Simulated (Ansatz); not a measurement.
# FH₃NOSi radical: up Jacob's ladder to CCSD(T)

How much do the methods differ for FH₃NOSi radical? The plan is to run it at one geometry with functionals of several rungs and with coupled cluster, and see how far each lands from CCSD(T) at the basis-set limit for the atomisation energy.

Method: functionals in def2-TZVPP, the program's frozen cores in correlated methods; program: Ansatz 0.2.0, Gaussian basis.

Plan: LDA (SPW92), PBE-D4, revPBE-D4, BLYP-D4, r2SCAN-D4, B97M-V, PBE0-D4, B3LYP-D4, r2SCANh-D4, r2SCAN0-D4, HSE06-D4, BHLYP-D4, CAM-B3LYP-D4, LC-ωPBE, ωB97X-V, ωB97M-V, B2PLYP, PBE-QIDH; CCSD(T)/def2-SVP; CCSD(T)/def2-TZVPP; MP2/def2-QZVPP; extrapolation to the limit; RPA on PBE.

## (1) The geometry

The geometry comes from an earlier relaxation with PBE0-D4 in a triple-zeta def2 set; it is a stationary point, not always the lowest conformer.

SMILES `N[Si](O)F`, 7 atoms, charge 0, spin multiplicity 2.

Atoms are counted from 1 here; the program's logs count them from 0.

Bond lengths: N1–Si2 1.703 Å, N1–H5 1.007 Å, N1–H6 1.007 Å, Si2–O3 1.641 Å, Si2–F4 1.603 Å, O3–H7 0.959 Å. Angles: Si2–N1–H5 119.8°, Si2–N1–H6 120.1°, H5–N1–H6 112.0°, N1–Si2–O3 105.6°, N1–Si2–F4 105.9°, O3–Si2–F4 112.4°, Si2–O3–H7 116.5°.

## (2) LDA

This LDA is Slater exchange with PW92 correlation.

The input, in.yaml:

```yaml
crystal:
  periodic: [false, false, false]
  atoms:
    - {symbol: N, position_ang: [-0.466119, 1.085283, -0.071794]}
    - {symbol: Si, position_ang: [0.029972, -0.446939, 0.480385]}
    - {symbol: O, position_ang: [1.137423, -0.972607, -0.610501]}
    - {symbol: F, position_ang: [-1.291315, -1.355129, 0.497636]}
    - {symbol: H, position_ang: [0.223961, 1.777907, -0.314605]}
    - {symbol: H, position_ang: [-1.310158, 1.502181, 0.286425]}
    - {symbol: H, position_ang: [1.737437, -1.658794, -0.313246]}
basis:
  gaussian: {orbitals: def2-TZVPP}
magnetization: {spin_polarized: true, initial_magnetization: 1}
hamiltonian: {xc: lda}
output: {orbitals: {seedname: orbitals}}
```

After this run come: PBE-D4 (GGA); revPBE-D4 (GGA); BLYP-D4 (GGA); r2SCAN-D4 (meta-GGA); B97M-V (meta-GGA); PBE0-D4 (hybrid); B3LYP-D4 (hybrid); r2SCANh-D4 (hybrid); r2SCAN0-D4 (hybrid); HSE06-D4 (hybrid); BHLYP-D4 (hybrid); CAM-B3LYP-D4 (range-separated); LC-ωPBE-D4 (range-separated); ωB97X-V (range-separated); ωB97M-V (range-separated); B2PLYP (double hybrid); PBE-QIDH (double hybrid); CCSD(T) in def2-SVP; CCSD(T) in def2-TZVPP; MP2 in def2-QZVPP; RPA on PBE orbitals.

Before running them: what should the planned runs give, taken together? Wanted: atomisation energy, CCSD(T)/CBS; farthest beyond LDA; mean size of error, GGA; mean size of error, meta-GGA; mean size of error, hybrid; mean size of error, range-separated; mean size of error, double hybrid; gap, smallest and largest; T1 diagnostic.

As calculated:

| quantity | value |
| --- | --- |
| atomisation energy, CCSD(T)/CBS | 628.6 kcal/mol |
| functionals within 3.1 kcal/mol (0.5 %) | BLYP-D4, r2SCAN-D4, CAM-B3LYP-D4, ωB97X-V, ωB97M-V |
| farthest beyond LDA | BHLYP-D4 (-29.8 kcal/mol) |
| mean size of error, GGA | 7.0 kcal/mol |
| mean size of error, meta-GGA | 2.5 kcal/mol |
| mean size of error, hybrid | 12.5 kcal/mol |
| mean size of error, range-separated | 2.4 kcal/mol |
| mean size of error, double hybrid | 10.9 kcal/mol |
| gap, smallest and largest | 1.28 eV (LDA (SPW92)), 9.04 eV (LC-ωPBE) |
| T1 diagnostic | 0.0139 |
| triples share of the correlation energy | 3.3 % |

**Reading.** LDA overbinds by 97.9 kcal/mol (16 %). PBE-D4 misses by +10.2 kcal/mol. Double hybrids carry the basis error of their MP2 part in triple zeta, and no dispersion term here, so their miss is partly the set-up's. The rungs range-separated, meta-GGA miss on average by less than the doubt on the reference (3.1 kcal/mol), so they tie. The reference freezes the cores and leaves out relativity and excitations past (T), so misses under about 3.1 kcal/mol can't be ranked. Hartree-Fock recovers 69 % of the binding; the rest is correlation. CCSD(T) in def2-SVP is off by -66.8 kcal/mol, which most functionals beat. Orbital gaps span 1.3 to 9.0 eV; exact exchange widens them.
